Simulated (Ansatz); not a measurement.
**Alloy of ZnGa2O4 and ZnAl2O4 (4 of 16 Ga sites exchanged), 56 atoms**

Wanted: the relaxed alloy cell and its gap (PBEsol and HSE06).

All numbers are computed with Ansatz 0.2.0 (PAW, plane waves).

## (1) Starting point

56 atoms (8 Zn, 12 Ga, 32 O, 4 Al); a = 8.278 Å, b = 8.278 Å, c = 8.278 Å, α = 90.00°, β = 90.00°, γ = 90.00°. All atoms were shaken off their sites by about 0.02 Å along each axis.

The runs, in order: (2) PBEsol cell relaxation at the single k point (¼, ¼, ¼), on 1 × NVIDIA H100 80GB HBM3 with 2 threads of AMD EPYC 7R13; (3) HSE06 single point at the single k point (¼, ¼, ¼), on 1 × NVIDIA H100 80GB HBM3 with 2 threads of AMD EPYC 7R13.

## (2) Relaxing cell and atoms with PBEsol

File in.yaml:

```yaml
crystal:
  lattice:
    - [8.277714, 0.000000, 0.000000]
    - [0.000000, 8.277714, 0.000000]
    - [0.000000, 0.000000, 8.277714]
  atoms:
    - { symbol: Zn, position: [0.872509, 0.371020, 0.377912] }
    - { symbol: Zn, position: [0.373697, 0.875736, 0.374476] }
    - { symbol: Zn, position: [0.375968, 0.374965, 0.872871] }
    - { symbol: Zn, position: [0.124635, 0.121568, 0.125383] }
    - { symbol: Zn, position: [0.877220, 0.871409, 0.874039] }
    - { symbol: Zn, position: [0.626811, 0.623111, 0.125054] }
    - { symbol: Zn, position: [0.626635, 0.123190, 0.626773] }
    - { symbol: Zn, position: [0.125969, 0.626723, 0.623437] }
    - { symbol: Ga, position: [0.504035, 0.002828, 0.002187] }
    - { symbol: Ga, position: [0.749578, 0.250359, 0.000348] }
    - { symbol: Ga, position: [0.753627, 0.998571, 0.252135] }
    - { symbol: Ga, position: [0.998270, 0.494448, 0.002025] }
    - { symbol: Ga, position: [0.003387, 0.003272, 0.501340] }
    - { symbol: Ga, position: [0.499633, 0.504645, 0.499792] }
    - { symbol: Ga, position: [0.248049, 0.248473, 0.501767] }
    - { symbol: Ga, position: [0.249816, 0.500658, 0.253811] }
    - { symbol: Ga, position: [0.251655, 0.001531, 0.751601] }
    - { symbol: Ga, position: [0.746267, 0.500238, 0.751633] }
    - { symbol: Ga, position: [0.997972, 0.749724, 0.248409] }
    - { symbol: Ga, position: [0.501138, 0.754057, 0.752333] }
    - { symbol: O, position: [0.506796, 0.012422, 0.235281] }
    - { symbol: O, position: [0.735089, 0.236167, 0.234738] }
    - { symbol: O, position: [0.511130, 0.242638, 0.015106] }
    - { symbol: O, position: [0.740918, 0.015121, 0.014231] }
    - { symbol: O, position: [0.010244, 0.509467, 0.239529] }
    - { symbol: O, position: [0.237384, 0.740387, 0.238521] }
    - { symbol: O, position: [0.008106, 0.736774, 0.013895] }
    - { symbol: O, position: [0.237871, 0.511842, 0.011932] }
    - { symbol: O, position: [0.011612, 0.013312, 0.741297] }
    - { symbol: O, position: [0.237765, 0.238712, 0.735509] }
    - { symbol: O, position: [0.014094, 0.240922, 0.516794] }
    - { symbol: O, position: [0.237459, 0.011950, 0.512463] }
    - { symbol: O, position: [0.261115, 0.262580, 0.263777] }
    - { symbol: O, position: [0.491499, 0.486079, 0.264158] }
    - { symbol: O, position: [0.489135, 0.264862, 0.484232] }
    - { symbol: O, position: [0.262130, 0.485813, 0.491505] }
    - { symbol: O, position: [0.516556, 0.511368, 0.735274] }
    - { symbol: O, position: [0.739415, 0.740993, 0.741015] }
    - { symbol: O, position: [0.516174, 0.739345, 0.508662] }
    - { symbol: O, position: [0.736280, 0.513323, 0.510236] }
    - { symbol: O, position: [0.758785, 0.760596, 0.264942] }
    - { symbol: O, position: [0.987805, 0.987020, 0.263624] }
    - { symbol: O, position: [0.986858, 0.760728, 0.490119] }
    - { symbol: O, position: [0.765606, 0.990817, 0.488521] }
    - { symbol: O, position: [0.760396, 0.261156, 0.762116] }
    - { symbol: O, position: [0.989055, 0.487726, 0.761648] }
    - { symbol: O, position: [0.985209, 0.264318, 0.990314] }
    - { symbol: O, position: [0.757050, 0.491254, 0.988121] }
    - { symbol: O, position: [0.259694, 0.762024, 0.764091] }
    - { symbol: O, position: [0.487167, 0.987423, 0.759786] }
    - { symbol: O, position: [0.488889, 0.764358, 0.983613] }
    - { symbol: O, position: [0.264521, 0.985932, 0.990659] }
    - { symbol: Al, position: [0.247840, 0.748269, 0.999868] }
    - { symbol: Al, position: [0.497904, 0.248367, 0.250070] }
    - { symbol: Al, position: [0.749644, 0.745863, 0.493652] }
    - { symbol: Al, position: [0.999485, 0.254176, 0.748577] }
  symmetry: { detect: false }
kpoints:
  mp_grid: { grid: [1, 1, 1], shift: [0.25, 0.25, 0.25] }
hamiltonian:
  xc: pbesol
scf:
  occupations: { method: fermi_dirac, width: 0.01 }
relax:
  f_tol: 0.03
  max_steps: 80
  escape_saddle: false
  adjacent_minimum: "off"
  cell: { fix: [shape] }
output:
  forces: true
  eigenvalues: true
  populations: true
```

Launch:

```
$ ansatz run in.yaml --threads 2 --pin off --max-ram 20900MiB --runs-dir r --events-out ev --progress --plain --backend cuda --devices 0, --max-vram 18GiB
```

The log of the run:

```text
Pseudopotentials: kind: paw
Functional definition: PBEsol
  exchange = pbesol_x
  correlation = pbesol_c
Crystal: 56 atoms, lattice volume = 567.194 Å³
Basis set: ecut = 420 eV, 11067 PW (Γ), exchange–correlation on 120×120×120 points (8 copies of the dense FFT grid, shifted against one another)
Bands: 284, of which v1, the nominal top of the filled ones, is band 228 counted from 1 (227 counted from 0)
Symmetry: 1 space group operations
k-points: 1
Non-local potential: Zn, projectors of the file, l = 0: 2, l = 1: 2, l = 2: 3, l = 3: 1
Non-local potential: Ga, projectors of the file, l = 0: 2, l = 1: 2, l = 2: 3, l = 3: 1
Non-local potential: O, projectors of the file, l = 0: 2, l = 1: 2, l = 2: 1
Non-local potential: Al, projectors of the file, l = 0: 2, l = 1: 2, l = 2: 1
PAW form: soft (Blöchl's): semilocal exchange-correlation on the pseudo side does not see the compensation charge
PAW frozen core: Zn, regenerated for the run's functional, and the local potential with it (the file was generated under x = pbe(κ = 0.804, μ = 0.2195149727645171), c = pbe(β = 0.06672455060314922))
PAW frozen core: Ga, regenerated for the run's functional, and the local potential with it (the file was generated under x = pbe(κ = 0.804, μ = 0.2195149727645171), c = pbe(β = 0.06672455060314922))
PAW frozen core: O, regenerated for the run's functional, and the local potential with it (the file was generated under x = pbe(κ = 0.804, μ = 0.2195149727645171), c = pbe(β = 0.06672455060314922))
PAW frozen core: Al, regenerated for the run's functional, and the local potential with it (the file was generated under x = pbe(κ = 0.804, μ = 0.2195149727645171), c = pbe(β = 0.06672455060314922))
PAW one-centre angular grid: Zn, 590 points (default); XC on 64 Gauss nodes
PAW one-centre angular grid: Ga, 590 points (default); XC on 64 Gauss nodes
PAW one-centre angular grid: O, 110 points (default); XC on 64 Gauss nodes
PAW one-centre angular grid: Al, 110 points (default); XC on 64 Gauss nodes
Initial density: superposition of atomic densities (neutral atoms: chi_scale 0, normalization atom), corrected by the library's trained network
Initial wavefunctions: pseudopotential atomic-orbital guess
Functional: x = pbesol(κ = 0.804, μ = 0.12345679012345678), c = pbesol(β = 0.046)
SCF iter   1: F=—  HF=-91244.011387 eV  |F-HF|=—  |Δ(HF+E_count)|=         —  Δρ=1.69e-2  dr2=1.23e0  ethr=1.77e-3  ⟨swp⟩=6.0  Hψ=1036  notcnv=0  defer=29
preconditioner: auto → Resta (q_TF=auto, 2.631 Å⁻¹)  ε∞=5.1  [insulator: Δε(μ)=3.905 eV  Ē_g=16.387 eV  σ=0.010 eV  W_gap=1.00  n_scr=178 (ndim 8)  ℏωp=33.3 eV  f_vac=0.013  D(μ)=0.00/eV (n_scr^D=0)  ε∞_Penn≈5.1]
SCF iter   2: F=—  HF=-91243.654703 eV  |F-HF|=—  |Δ(HF+E_count)|=   3.57e-1  Δρ=2.24e-3  dr2=1.55e-2  ethr=2.70e-4  ⟨swp⟩=2.0  Hψ=456  notcnv=0  defer=52
SCF iter   3: F=—  HF=-91243.654941 eV  |F-HF|=—  |Δ(HF+E_count)|=   2.38e-4  Δρ=1.23e-3  dr2=5.38e-3  ethr=3.40e-6  ⟨swp⟩=2.0  Hψ=432  notcnv=0  defer=52
SCF iter   4: F=—  HF=-91243.656421 eV  |F-HF|=—  |Δ(HF+E_count)|=   1.48e-3  Δρ=5.08e-4  dr2=9.39e-4  ethr=1.18e-6  ⟨swp⟩=2.0  Hψ=428  notcnv=0  defer=52
SCF iter   5: F=—  HF=-91243.654148 eV  |F-HF|=—  |Δ(HF+E_count)|=   2.27e-3  Δρ=1.19e-4  dr2=8.69e-5  ethr=2.06e-7  ⟨swp⟩=2.0  Hψ=428  notcnv=0  defer=52
SCF iter   6: F=—  HF=-91243.655631 eV  |F-HF|=—  |Δ(HF+E_count)|=   1.48e-3  Δρ=1.00e-4  dr2=3.41e-5  ethr=1.90e-8  ⟨swp⟩=2.0  Hψ=428  notcnv=0  defer=52
SCF iter   7: F=—  HF=-91243.655635 eV  |F-HF|=—  |Δ(HF+E_count)|=   3.17e-6  Δρ=1.41e-5  dr2=9.04e-7  ethr=7.47e-9  ⟨swp⟩=2.0  Hψ=428  notcnv=0  defer=52
SCF iter   8: F=—  HF=-91243.655635 eV  |F-HF|=—  |Δ(HF+E_count)|=   7.14e-7  Δρ=7.63e-6  dr2=2.74e-7  ethr=2.19e-11  ⟨swp⟩=13.0  Hψ=1474  notcnv=0
SCF iter   9: F=—  HF=-91243.655635 eV  |F-HF|=—  |Δ(HF+E_count)|=   6.95e-8  Δρ=5.62e-6  dr2=1.40e-7  ethr=2.19e-11  ⟨swp⟩=4.0  Hψ=880  notcnv=0
SCF iter  10: F=-91243.655635 eV  HF=-91243.655635 eV  |F-HF|=8.73e-9  |Δ(HF+E_count)|=   1.71e-8  Δρ=1.83e-6  dr2=1.60e-8  ethr=2.19e-11  ⟨swp⟩=3.0  Hψ=743  notcnv=0
SCF 1 converged in 10 iterations: F = -91243.655635 eV  dr2 = 1.60e-8
relax step   1: F+E_penalty+E_count = -91243.65563528 eV  Δ(F+E_penalty+E_count) = +0.000e0 eV  max|allowed force component| = 1.177e0 eV/Å  Δτ_max = 0.0000 Å  P = +0.830 GPa  Ω = 567.194 Å³  fix = [alpha, beta, gamma, b/a, c/a]  reactions: b/a -0.112, c/a +0.289 GPa; alpha +0.159, beta -0.373, gamma +0.243 GPa/rad  (10 SCF iters, dr2 threshold 1.00e-7 eV, accepted)
[... 13 lines left out ...]
relax step   2: F+E_penalty+E_count = -91244.26211322 eV  Δ(F+E_penalty+E_count) = -6.065e-1 eV  max|allowed force component| = 6.812e-1 eV/Å  Δτ_max = 0.0466 Å  P = +0.069 GPa  Ω = 568.009 Å³  energy of the carried Pulay correction = -4.215e-3 eV  fix = [alpha, beta, gamma, b/a, c/a]  reactions: b/a -0.077, c/a +0.220 GPa; alpha +0.160, beta -0.365, gamma +0.208 GPa/rad  (7 SCF iters, dr2 thresho [...]
[... 2 lines left out ...]
relax step   3: F+E_penalty+E_count = -91244.55812607 eV  Δ(F+E_penalty+E_count) = -2.960e-1 eV  max|allowed force component| = 2.113e-2 eV/Å  Δτ_max = 0.0615 Å  P = -0.108 GPa  Ω = 567.605 Å³  energy of the carried Pulay correction = -2.130e-3 eV  fix = [alpha, beta, gamma, b/a, c/a]  reactions: b/a -0.004, c/a -0.001 GPa; alpha +0.238, beta -0.423, gamma +0.230 GPa/rad  (7 SCF iters, dr2 thresho [...]
[... 2 lines left out ...]
relax step   4: F+E_penalty+E_count = -91244.55733616 eV  Δ(F+E_penalty+E_count) = +7.899e-4 eV  max|allowed force component| = 4.713e-2 eV/Å  Δτ_max = 0.0108 Å  P = -0.050 GPa  Ω = 567.455 Å³  energy of the carried Pulay correction = -1.353e-3 eV  fix = [alpha, beta, gamma, b/a, c/a]  (8 SCF iters, dr2 threshold 2.91e-8 eV, rejected (line search))
[... 3 lines left out ...]
relax step   5: F+E_penalty+E_count = -91244.56099185 eV  Δ(F+E_penalty+E_count) = -2.866e-3 eV  max|allowed force component| = 5.370e-3 eV/Å  Δτ_max = 0.0031 Å  P = +0.062 GPa  Ω = 567.134 Å³  energy of the carried Pulay correction = +3.104e-4 eV  fix = [alpha, beta, gamma, b/a, c/a]  reactions: b/a -0.008, c/a +0.003 GPa; alpha +0.215, beta -0.397, gamma +0.215 GPa/rad  (9 SCF iters, accepted) [...]
[... 10 lines left out ...]
relax step   6: F+E_penalty+E_count = -91244.56012716 eV  Δ(F+E_penalty+E_count) = +8.647e-4 eV  max|allowed force component| = 1.435e-3 eV/Å  Δτ_max = 0.0007 Å  P = -0.001 GPa  Ω = 567.312 Å³  energy of the carried Pulay correction = -6.140e-4 eV  fix = [alpha, beta, gamma, b/a, c/a]  reactions: b/a -0.010, c/a +0.005 GPa; alpha +0.215, beta -0.395, gamma +0.215 GPa/rad  (6 SCF iters, dr2 thresho [...]
[... 10 lines left out ...]
relax step   7: F+E_penalty+E_count = -91244.56012716 eV  Δ(F+E_penalty+E_count) = -1.135e-9 eV  max|allowed force component| = 1.435e-3 eV/Å  Δτ_max = 0.0000 Å  P = +0.008 GPa  Ω = 567.312 Å³  fix = [alpha, beta, gamma, b/a, c/a]  reactions: b/a -0.010, c/a +0.005 GPa; alpha +0.207, beta -0.402, gamma +0.207 GPa/rad  stress off target by 8.27e-3 GPa on what of the cell is left free  SCF on the ba [...]
SCF converged after 6 iterations
Free energy (F): -91244.560127 eV
Harris-Foulkes:  -91244.560127 eV  (|F-HF|=2.91e-10)
Internal energy: -91244.560127 eV  (E = F + TS)
E sigma→0 (E₀):  -91244.560127 eV
Fermi energy:    9.877471 eV
--- Per-component energies (eV) ---
  E_band       = 227.568850
  E_kinetic    = 8180.363608
  E_local      = -45589.343807  (includes V_loc(G=0)·N_el)
  E_nonlocal   = 11768.168473
  E_hartree    = 19807.672529
  E_xc         = -4384.287239
  E_vxc        = -4217.120129  (∫ρ·V_xc dr)
  E_paw        = -44576.234080  (= ΣΔE_a)
  E_vpaw       = -9529.919161  (= ΣTr[D̂ρ^β])
  E_aug_tail   = 0.075570  (compensation charges beyond the density's cutoff)
  E_ewald      = -36468.915525
  E_core_change = 17.940342  (= ΣΔE_core)
  E_smearing   = -0.000000  (= −TS)
  E_closure    = 0.000000  (closes the sum)
  Σ components = -91244.560127   (vs F -91244.560127, Δ=0.00e0)
--- Forces (eV/Å), atoms counted from 1 ---
  atom   1  Zn    -0.00015144    -0.00009967    -0.00030675
  atom   2  Zn    -0.00047267     0.00010892    -0.00042774
  atom   3  Zn    -0.00018175    -0.00003318     0.00005308
  atom   4  Zn     0.00024702     0.00002696     0.00015186
  atom   5  Zn    -0.00004266     0.00001770    -0.00050136
  atom   6  Zn     0.00015349     0.00007283     0.00030751
  atom   7  Zn     0.00027293    -0.00004502     0.00018123
  atom   8  Zn     0.00015458     0.00003337     0.00012551
  atom   9  Ga     0.00032759     0.00037866    -0.00018902
  atom  10  Ga     0.00018499     0.00008454     0.00074916
  atom  11  Ga     0.00027857    -0.00041988    -0.00062812
  atom  12  Ga    -0.00039250     0.00029920     0.00032295
  atom  13  Ga    -0.00003104     0.00051380    -0.00018497
  atom  14  Ga    -0.00015920     0.00018074    -0.00020128
  atom  15  Ga    -0.00007159     0.00028042     0.00031030
  atom  16  Ga    -0.00010695    -0.00033206    -0.00025190
  atom  17  Ga     0.00002324    -0.00043074    -0.00041291
  atom  18  Ga    -0.00015961    -0.00011400     0.00005648
  atom  19  Ga     0.00046385    -0.00017794     0.00096295
  atom  20  Ga    -0.00030334    -0.00017845     0.00056093
  atom  21  O      0.00132518     0.00016752     0.00131480
  atom  22  O     -0.00021020    -0.00059704     0.00020306
  atom  23  O      0.00052988     0.00084281     0.00076378
  atom  24  O      0.00061123     0.00010840     0.00058469
  atom  25  O      0.00065121     0.00000955     0.00031163
  atom  26  O      0.00004630    -0.00091394     0.00009584
  atom  27  O      0.00033163     0.00101693     0.00042579
  atom  28  O      0.00116631     0.00051330     0.00092643
  atom  29  O      0.00113386    -0.00017479     0.00083038
  atom  30  O      0.00013431    -0.00083189     0.00013753
  atom  31  O      0.00017790     0.00066490     0.00104234
  atom  32  O      0.00080738     0.00008486     0.00043449
  atom  33  O      0.00017917     0.00053140    -0.00057294
  atom  34  O     -0.00127244    -0.00032048    -0.00132674
  atom  35  O     -0.00071844    -0.00084232    -0.00021247
  atom  36  O     -0.00080614     0.00011672    -0.00056460
  atom  37  O      0.00060002    -0.00002703     0.00058877
  atom  38  O      0.00016919    -0.00074509     0.00007008
  atom  39  O      0.00057759     0.00076949     0.00047480
  atom  40  O      0.00121093     0.00040617     0.00108753
  atom  41  O     -0.00058319     0.00071733     0.00000079
  atom  42  O     -0.00054477    -0.00028081    -0.00081186
  atom  43  O     -0.00044860    -0.00088434    -0.00060051
  atom  44  O     -0.00094174    -0.00017583    -0.00133782
  atom  45  O     -0.00018621     0.00071719    -0.00066581
  atom  46  O     -0.00085455    -0.00036674    -0.00143467
  atom  47  O     -0.00056585    -0.00032088    -0.00072998
  atom  48  O     -0.00050648     0.00010280    -0.00063434
  atom  49  O     -0.00023709     0.00070189     0.00021029
  atom  50  O     -0.00013937    -0.00014585    -0.00089038
  atom  51  O     -0.00048645    -0.00075090    -0.00067410
  atom  52  O     -0.00138640    -0.00004407    -0.00122213
  atom  53  Al    -0.00001482     0.00005027     0.00025155
  atom  54  Al     0.00008707    -0.00032611     0.00022936
  atom  55  Al     0.00000484     0.00031063     0.00030784
  atom  56  Al     0.00011907    -0.00024170     0.00073373
  max |Σ_I F_I| component: 2.50e-5 eV/Å
--- Stress (GPa, compression-positive) ---
        0.013206      -0.207400       0.401661
       -0.207400      -0.001390      -0.207349
        0.401661      -0.207349       0.013003
  P = ⅓ Tr σ = 0.0083 GPa (0.083 kbar)
--- Band table (eV) ---
  k-point 0: bands = [... 216 lower levels ..., "7.4818", "7.5158", "7.5671", "7.5776", "7.5955", "7.6747", "7.6800", "7.7884", "7.7985", "7.8109", "7.8476", "7.8809", "11.8737", "13.4288", "13.5493", "13.7327", "14.3939", "14.4033", "14.4279", "14.5558", "14.5998", "14.6491", "14.7174", "14.8276", ... 44 higher levels ...]
--- Relaxed structure (6 steps of the walk, 5 accepted, 1 SCFs on fresh bases) ---
  F+E_penalty+E_count = -91244.56012716 eV   max|allowed force component| = 1.435e-3 eV/Å   (the final SCF, on the basis selected at the relaxed cell)
  cell:  # Å, volume = 567.3122 Å³
    - [8.27829148041039, -1.079029895508853e-112, -5.16188324574892e-112]
    - [-1.079029895508853e-112, 8.27829148041039, -2.454558505166142e-112]
    - [-5.16188324574892e-112, -2.454558505166142e-112, 8.27829148041039]
  atoms:
    - { symbol: Zn, position: [0.874408913690025, 0.3748217765838646, 0.37556212169725284] }
    - { symbol: Zn, position: [0.37500131844647966, 0.8748194333815644, 0.37497925076123423] }
[... 54 atoms left out; the next input holds them all, rounded ...]
--- Löwdin populations: 56 sites ---
  site symbol       q [e]
     0     Zn     10.5003
     1     Zn     10.5003
     2     Zn     10.5003
     3     Zn     10.5003
     4     Zn     10.5003
     5     Zn     10.5003
     6     Zn     10.5003
     7     Zn     10.5003
     8     Ga     12.0814
     9     Ga     12.0773
    10     Ga     12.0782
    11     Ga     12.0814
    12     Ga     12.0814
    13     Ga     12.0814
    14     Ga     12.0773
    15     Ga     12.0781
    16     Ga     12.0781
    17     Ga     12.0781
    18     Ga     12.0773
    19     Ga     12.0773
    20      O      6.8025
    21      O      6.8029
    22      O      6.8030
    23      O      6.7622
    24      O      6.7622
    25      O      6.8029
    26      O      6.8030
    27      O      6.8025
    28      O      6.8025
    29      O      6.8029
    30      O      6.8030
    31      O      6.7622
    32      O      6.8029
    33      O      6.8025
    34      O      6.8030
    35      O      6.7622
    36      O      6.7622
    37      O      6.8029
    38      O      6.8030
    39      O      6.8025
    40      O      6.8029
    41      O      6.7622
    42      O      6.8030
    43      O      6.8025
    44      O      6.8029
    45      O      6.8025
    46      O      6.8030
    47      O      6.7622
    48      O      6.8029
    49      O      6.7622
    50      O      6.8030
    51      O      6.8025
    52     Al      1.8108
    53     Al      1.8108
    54     Al      1.8108
    55     Al      1.8108
  spilling = 0.005355 (of n_electrons = 456.000000)
```

It took 37 s on 1 × NVIDIA H100 80GB HBM3 with 2 threads of AMD EPYC 7R13, shared host; peak host memory 1.4 GiB.

The walk (solves on a freshly chosen basis count as rows, and their energies jump a little):

| accepted step | energy change (eV) | largest force component (eV/Å) | SCF cycles | pressure (GPa) |
| --- | --- | --- | --- | --- |
| 1 | 0.000 | 1.177 | 10 | 0.83 |
| 2 | -0.606 | 0.681 | 7 | 0.07 |
| 3 | -0.902 | 0.021 | 7 | -0.11 |
| 4 | -0.905 | 0.005 | 9 | 0.06 |
| 5 | -0.904 | 0.001 | 6 | 0.00 |
| 6 | -0.904 | 0.001 | 6 | 0.01 |

Largest shifts, less the median shift:

| atom | shift (Å) | dx | dy | dz |
| --- | --- | --- | --- | --- |
| O44 | 0.100 | -0.063 | -0.074 | 0.023 |
| O27 | 0.089 | 0.072 | 0.034 | -0.039 |
| O51 | 0.088 | -0.055 | -0.037 | 0.058 |
| O47 | 0.085 | 0.042 | -0.036 | -0.064 |
| O21 | 0.076 | 0.011 | 0.054 | 0.051 |
| O28 | 0.071 | 0.027 | 0.059 | -0.028 |
| O38 | 0.070 | 0.006 | -0.002 | -0.070 |
| Ga12 | 0.070 | 0.032 | 0.049 | -0.039 |

|  | before | after | change |
| --- | --- | --- | --- |
| a (Å) | 8.278 | 8.278 | +0.01 % |
| b (Å) | 8.278 | 8.278 | +0.01 % |
| c (Å) | 8.278 | 8.278 | +0.01 % |
| volume (Å³/atom) | 10.128 | 10.131 | +0.02 % |

Bonds in the relaxed cell, counted within a distance cut:

| pair | count | mean (Å) | spread (Å) | least | most |
| --- | --- | --- | --- | --- | --- |
| Al–O | 24 | 1.926 | 0.005 | 1.918 | 1.929 |
| Ga–O | 72 | 1.993 | 0.005 | 1.986 | 2.000 |
| O–Zn | 32 | 1.965 | 0.002 | 1.963 | 1.967 |

Spacing of the frontier levels at the single k point (¼, ¼, ¼): 3.99 eV (7.881 to 11.874 eV).

[end of part 1 of 2]
